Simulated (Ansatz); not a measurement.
# C2H8ClNSi: one species, many methods

One table from this session's results is given with a row withheld; the runs are named, their logs left out.

Program: Ansatz 0.2.0, Gaussian basis. Level of theory: functionals in def2-TZVPP, the program's frozen cores in correlated methods. These are calculated values, not measurements.

Plan: LDA (SPW92), PBE-D4, revPBE-D4, BLYP-D4, r2SCAN-D4, B97M-V, PBE0-D4, B3LYP-D4, r2SCANh-D4, r2SCAN0-D4, HSE06-D4, BHLYP-D4, CAM-B3LYP-D4, LC-ωPBE, ωB97X-V, ωB97M-V, B2PLYP, PBE-QIDH; CCSD(T)/def2-SVP; CCSD(T)/def2-TZVPP; MP2/def2-QZVPP; extrapolation to the limit; RPA on PBE.

## The relaxed structure

An earlier PBE0-D4 in a triple-zeta def2 set relaxation fixed the geometry.

SMILES `CCN[SiH2]Cl`, 13 atoms, charge 0, spin multiplicity 1.

Atoms are counted from 1 here; the program's logs count them from 0.

Bond lengths: C1–C2 1.519 Å, C1–H6 1.094 Å, C1–H7 1.093 Å, C1–H8 1.092 Å, C2–N3 1.453 Å, C2–H9 1.095 Å, C2–H10 1.096 Å, N3–Si4 1.696 Å, N3–H11 1.009 Å, Si4–Cl5 2.077 Å, Si4–H12 1.479 Å, Si4–H13 1.479 Å. Angles: C2–C1–H6 110.8°, C2–C1–H7 110.8°, C2–C1–H8 110.9°, H6–C1–H7 107.8°, H6–C1–H8 107.9°, H7–C1–H8 108.6°, C1–C2–N3 113.9°, C1–C2–H9 109.8°, C1–C2–H10 109.9°, N3–C2–H9 107.7°, N3–C2–H10 109.3°, H9–C2–H10 106.0°, C2–N3–Si4 124.5°, C2–N3–H11 113.5°, Si4–N3–H11 118.0°, N3–Si4–Cl5 115.2°, N3–Si4–H12 108.2°, N3–Si4–H13 108.8° and more.

The first run:

in.yaml reads:

```yaml
crystal:
  periodic: [false, false, false]
  atoms:
    - {symbol: C, position_ang: [-0.399599, -0.157466, 1.707857]}
    - {symbol: C, position_ang: [0.420059, 0.626800, 0.698340]}
    - {symbol: N, position_ang: [-0.170998, 0.676160, -0.627847]}
    - {symbol: Si, position_ang: [0.227134, -0.376287, -1.896991]}
    - {symbol: Cl, position_ang: [-0.428310, -2.333361, -1.662596]}
    - {symbol: H, position_ang: [-1.393321, 0.283076, 1.827798]}
    - {symbol: H, position_ang: [0.085914, -0.156445, 2.687217]}
    - {symbol: H, position_ang: [-0.527832, -1.192459, 1.384591]}
    - {symbol: H, position_ang: [1.415220, 0.180539, 0.603076]}
    - {symbol: H, position_ang: [0.580347, 1.648536, 1.060993]}
    - {symbol: H, position_ang: [-1.076669, 1.120691, -0.647956]}
    - {symbol: H, position_ang: [-0.411698, 0.126137, -3.132588]}
    - {symbol: H, position_ang: [1.700150, -0.480522, -1.986897]}
basis:
  gaussian: {orbitals: def2-TZVPP}
hamiltonian: {xc: lda}
output: {orbitals: {seedname: orbitals}}
```

Launch:

```console
$ ansatz run in.yaml --threads 4 --pin off --events-out ev --progress --plain --max-ram 10444MiB
```

Among the steps run: LDA; PBE-D4 (GGA); revPBE-D4 (GGA); BLYP-D4 (GGA); r2SCAN-D4 (meta-GGA); B97M-V (meta-GGA); B3LYP-D4 (hybrid); r2SCANh-D4 (hybrid); r2SCAN0-D4 (hybrid); HSE06-D4 (hybrid); BHLYP-D4 (hybrid); CAM-B3LYP-D4 (range-separated); LC-ωPBE (range-separated); ωB97X-V (range-separated); ωB97M-V (range-separated); B2PLYP (double hybrid); PBE-QIDH (double hybrid).

One table of the session follows, with a row left open; its other results are not shown here.

It belongs to the step «Orbital energies across the functionals». 

| functional | HOMO (eV) | LUMO (eV) | gap (eV) |
| --- | --- | --- | --- |
| LDA (SPW92) | -6.11 | -0.50 | 5.61 |
| PBE-D4 | -5.95 | -0.25 | 5.70 |
| revPBE-D4 | ? | ? | ? |
| BLYP-D4 | -5.82 | -0.16 | 5.66 |
| r2SCAN-D4 | -6.22 | 0.21 | 6.43 |
| B97M-V | -6.37 | -0.09 | 6.28 |
| PBE0-D4 | -7.30 | 0.59 | 7.90 |
| B3LYP-D4 | -7.07 | 0.34 | 7.41 |
| r2SCANh-D4 | -6.73 | 0.49 | 7.21 |
| r2SCAN0-D4 | -7.49 | 0.89 | 8.39 |
| HSE06-D4 | -6.90 | 0.22 | 7.12 |
| BHLYP-D4 | -8.58 | 1.36 | 9.93 |
| CAM-B3LYP-D4 | -8.69 | 1.49 | 10.18 |
| LC-ωPBE | -10.07 | 2.72 | 12.79 |
| ωB97X-V | -9.71 | 2.54 | 12.25 |
| ωB97M-V | -9.62 | 2.16 | 11.78 |

Q: Estimate the row for revPBE-D4 from the others.

The run gave: HOMO (eV): -5.89; LUMO (eV): -0.14; gap (eV): 5.75. In the column «HOMO (eV)» it lies between PBE-D4 (-5.95) and BLYP-D4 (-5.82).
